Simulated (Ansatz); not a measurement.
Crystal: Hf2Pd2Se2Br2O3.

```
CELL_PARAMETERS angstrom
-1.89227 2.67212 12.28423
1.89227 -2.67212 12.28423
1.89227 2.67212 -12.28423
ATOMIC_POSITIONS crystal
Hf 0.92095 0.92095 0.00000
Hf 0.07905 0.07905 0.00000
Pd 0.68332 0.68332 0.00000
Pd 0.31668 0.31668 0.00000
Se 0.61777 0.11777 0.50000
Se 0.38223 0.88223 0.50000
Br 0.78660 0.78660 0.00000
Br 0.21340 0.21340 0.00000
O 0.90121 0.40121 0.50000
O 0.09879 0.59879 0.50000
O 0.00000 0.00000 0.00000
```

The cell was built by a generator and needn't be a form met in nature.

| Item | Value |
| --- | --- |
| Program | Ansatz 0.2.0 |
| Task | relaxation of cell and atoms |
| Functional | PBE |
| Dispersion | D4 |
| Potentials or basis | all-electron PAW datasets made for the crystal |
| k mesh | 5 × 5 × 5 |
| Occupations | fermi-dirac, width 0.05 eV |
| Spin | no spin polarisation |

At the start: volume 22.59 Å³/atom.

Problem. How do energy, volume and symmetry change on relaxing?

Solution. Over 8 steps the energy falls by 4.1 meV/atom and the volume is 21.90 Å³/atom (-3.0 %); space group Immm (No. 71, to 0.05 Å).

The path:
| step | energy change (eV) | largest force (eV/Å) | volume (Å³) |
| --- | --- | --- | --- |
| 1 | 0.0000 | 0.0558 | 248.45 |
| 2 | -0.0363 | 0.1101 | 243.12 |
| 3 | -0.0418 | 0.0735 | 241.32 |
| 4 | -0.0437 | 0.0492 | 240.98 |
| 5 | -0.0454 | 0.0196 | 240.85 |
| 6 | -0.0455 | 0.0107 | 240.89 |
| 7 | -0.0456 | 0.0078 | 240.92 |
| 8 | -0.0455 | 0.0078 | 240.92 |

Final structure:
```yaml
crystal:
  lattice:
    - [-1.87437, 2.61278, 12.29860]
    - [1.87437, -2.61278, 12.29860]
    - [1.87437, 2.61278, -12.29860]
  atoms:
    - { symbol: Hf, position: [0.92118, 0.92118, 0.00000] }
    - { symbol: Hf, position: [0.07882, 0.07882, 0.00000] }
    - { symbol: Pd, position: [0.68469, 0.68469, 0.00000] }
    - { symbol: Pd, position: [0.31531, 0.31531, 0.00000] }
    - { symbol: Se, position: [0.61922, 0.11922, 0.50000] }
    - { symbol: Se, position: [0.38078, 0.88078, 0.50000] }
    - { symbol: Br, position: [0.78712, 0.78712, 0.00000] }
    - { symbol: Br, position: [0.21288, 0.21288, 0.00000] }
    - { symbol: O, position: [0.90004, 0.40004, 0.50000] }
    - { symbol: O, position: [0.09996, 0.59996, 0.50000] }
    - { symbol: O, position: [0.00000, 0.00000, 0.00000] }
```

Caveat: the k mesh is coarse (spacing up to 0.41 Å⁻¹), so the values aren't converged; the k mesh is thin for a metal, which can move the energy by tens of meV per atom.
